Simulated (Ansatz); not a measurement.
Working through a single point of YbB₂Ru₃ (distorted cell)

Program: the Python package of Ansatz (0.2.0).

Input file `ybb2ru3.xyz`:
```text
6
Lattice="5.454 0.0 0.0 -2.727 4.7233 0.0 0.0 0.0 3.003" Properties=species:S:1:pos:R:3 pbc="T T T"
Yb    0.10520766    0.14812269    0.10312302
B     0.03226041    3.17731668    0.11579568
B     2.70731106    1.42067417    2.88381093
Ru   -0.00139077    4.65599298    1.50195045
Ru    1.47380715    2.44104867    1.49771622
Ru   -1.13336847    2.33619141    1.53540387
```

Notebook, run cell by cell (the value of a cell's last expression is shown):

In [1]:
```python
import ansatz as az
import numpy as np
from pymatgen.core import Structure
from scipy.ndimage import map_coordinates
```

In [2]:
```python
ECUT = 650
KMESH = (3, 3, 5)
XC = "r2scan"
MAX_ITERATIONS = 65

system = az.Crystal.from_extxyz("ybb2ru3.xyz")
```

In [3]:
```python
len(system.resolved().sites)
```
Out [3]:
```text
6
```

In [4]:
```python
# functional, basis and sampling
job = system.calculation()
job = job.pseudopotentials("paw")
job = job.basis(ECUT)
job = job.kpoints(*KMESH)
job = job.functional(XC)
job = job.occupations(az.OccupationsMethod.FERMI_DIRAC, width=50 * az.meV)
job = job.scf(max_iterations=MAX_ITERATIONS)
job = job.density()
job = job.band_table()
done = job.run()
rep = done.report
```

In [5]:
```python
rep["n_kpoints"], rep["n_symmetry_ops"], rep["n_pw"]
```
Out [5]:
```text
(23, 1, 2905)
```

In [6]:
```python
energy = rep["free_energy_ev"]
print("YbB2Ru3: {:.6f} eV = {:.6f} Ry = {:.6f} Ha".format(energy, energy / 13.605693, energy / 27.211386))
print("Fermi level {:.4f} eV, {} k-points, {} symmetry operations".format(rep["fermi_energy_ev"], rep["n_kpoints"], rep["n_symmetry_ops"]))

final = Structure(done.lattice.cell_ang, [s.symbol for s in done.lattice.sites], [s.position_frac for s in done.lattice.sites])
# the grid holds the pseudo-density, which differs from the true one inside the cores
rho = done.density()
total = sum(channel.density_e_per_ang3 for channel in rho.channels[:2])
grid_cell = np.asarray(rho.fft_grid_basis) @ done.lattice.cell_ang
partner = min(final.get_neighbors(final[0], 5.0), key=lambda n: n.nn_distance)
line = np.linspace(final[0].coords, partner.coords, 9)
points = (line @ np.linalg.inv(grid_cell)) * rho.dims
values = map_coordinates(total, points.T, order=3, mode="grid-wrap")
print(f"from {final[0].specie} to {partner.specie}, {partner.nn_distance:.3f} A")
for t, value in zip(np.linspace(0, partner.nn_distance, 9), values):
    print(f"{t:7.3f} A  {value:9.4f} e/A^3")

table = np.array(rep["eigenvalues_ev"]) - rep["fermi_energy_ev"]
filling = np.array(rep["occupations"])
weights = np.tile(rep["kweights"], len(table) // len(rep["kweights"]))
print("band   lowest  highest (eV from E_F)  electrons")
for band in range(table.shape[1]):
    if table[:, band].max() > -12:
        print(f"{band + 1:4d} {table[:, band].min():8.3f} {table[:, band].max():8.3f} {weights @ filling[:, band]:18.4f}")
print("electrons counted from the table:", round(float(weights @ filling.sum(axis=1)), 5))
```
```text
YbB2Ru3: -31792.740396 eV = -2336.723340 Ry = -1168.361670 Ha
Fermi level 18.7774 eV, 23 k-points, 1 symmetry operations
from Yb to Ru, 2.894 A
  0.000 A    40.6855 e/A^3
  0.362 A    20.5335 e/A^3
  0.723 A     3.0949 e/A^3
  1.085 A     0.4287 e/A^3
  1.447 A     0.2538 e/A^3
  1.809 A     0.5528 e/A^3
  2.170 A     2.9298 e/A^3
  2.532 A     8.6062 e/A^3
  2.894 A    10.0473 e/A^3
band   lowest  highest (eV from E_F)  electrons
  17  -10.888   -8.569             2.0000
  18   -8.903   -6.414             2.0000
  19   -6.355   -5.315             2.0000
  20   -5.796   -4.629             2.0000
  21   -5.649   -4.259             2.0000
  22   -5.001   -3.835             2.0000
  23   -4.414   -3.347             2.0000
  24   -3.848   -3.130             2.0000
  25   -3.502   -2.228             2.0000
  26   -3.167   -1.763             2.0000
  27   -2.937   -1.613             2.0000
  28   -2.081   -0.910             2.0000
  29   -1.657   -0.746             2.0000
  30   -1.508   -0.632             2.0000
  31   -1.256   -0.583             2.0000
  32   -0.984   -0.553             2.0000
  33   -0.752   -0.483             2.0000
  34   -0.612   -0.446             1.9999
  35   -0.488   -0.400             1.9998
  36   -0.464   -0.287             1.9992
  37   -0.444   -0.144             1.9936
  38   -0.359   -0.007             1.9554
  39   -0.292    0.129             1.4562
  40   -0.176    0.974             0.5897
  41    0.131    1.662             0.0063
  42    1.425    3.403             0.0000
  43    2.099    3.617             0.0000
  44    2.164    4.146             0.0000
  45    2.289    5.060             0.0000
  46    4.027    6.340             0.0000
  47    5.265    7.129             0.0000
electrons counted from the table: 78.0
```

Caveats:
- Absolute energies stand on the zero of these potentials, so only differences at equal settings mean something. A total without «per atom» is that of the cell as typed.
- Semilocal functionals put the nearly full 4f shell of Yb too close to the Fermi level.
- The computed bands are complete only to about 5.3 eV above the Fermi level.
- The mesh is modest for a metal, so energies can be off by several to tens of meV an atom and pressures by half a GPa or more; differences at equal mesh fare better.
- The zero of the levels is a convention of the potentials, so an absolute Fermi energy is no work function.
- The fields are valence quantities on the plane-wave grid; their values near the nuclei depend on the potentials.
- The cell is a database structure, distorted on purpose.
- Levels are Kohn-Sham eigenvalues on this mesh, without spin-orbit coupling.
- Finished in 51 s on 1 thread of Arm Neoverse V2, with other jobs on the host, peak memory 0.68 GiB.

(Lines on the test bed's own set-up are left out of the output.)
